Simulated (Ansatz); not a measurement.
This script drives Ansatz's Python interface.

`run_bend.py`
```python
import ansatz as az
from ase import Atoms

atoms = Atoms(["O", "C", "B", "N", "H", "H", "H", "H"], positions=[
    [-0.4119, 0.7607, -1.0633],
    [-0.0338, 0.4777, 0.2158],
    [1.0129, -0.6411, 0.2321],
    [-0.3956, -0.7974, 0.6386],
    [-1.3324, 1.2507, -0.9714],
    [-0.0261, 1.2777, 1.0051],
    [2.152, -1.0722, 0.0432],
    [-0.8729, -1.3132, -0.1559],
])

first = (
    az.Crystal.molecule_from_ase(atoms).calculation()
    .basis(gaussian="cc-pVDZ")
    .functional("cam_b3lyp")
    .relax(force_tolerance=0.02, max_steps=80)
)
atoms.positions = first.run(threads=1).report["positions_ang"]

rows = []
for angle in [90, 100, 110, 120, 135, 150, 165, 179]:
    bent = atoms.copy()
    bent.set_angle(1, 0, 4, angle, indices=[4])
    calc = (
        az.Crystal.molecule_from_ase(bent).calculation()
        .basis(gaussian="cc-pVDZ")
        .functional("cam_b3lyp")
    )
    rows.append((angle, calc.run(threads=1).report["free_energy_ev"]))
floor = min(e for _, e in rows)
for angle, e in rows:
    print(f"angle C1-O0-H4 = {angle:3d} deg   {1000 * (e - floor):9.1f} meV")
```

It is started by `python run_bend.py`. How long does it take on 1 thread of Arm Neoverse V2, with other jobs on the host, and how much memory does it need?

It took about 43 s, with a peak of 0.23 GiB, for 9 runs of the engine.

```console
$ python run_bend.py
angle C1-O0-H4 =  90 deg       283.2 meV
angle C1-O0-H4 = 100 deg        54.0 meV
angle C1-O0-H4 = 110 deg         0.0 meV
angle C1-O0-H4 = 120 deg        91.8 meV
angle C1-O0-H4 = 135 deg       425.9 meV
angle C1-O0-H4 = 150 deg       867.3 meV
angle C1-O0-H4 = 165 deg      1247.4 meV
angle C1-O0-H4 = 179 deg      1406.3 meV
```

The scan is rigid, and the energies are electronic, in a modest basis. The zero is the lowest point of the grid, which needn't be the minimum.
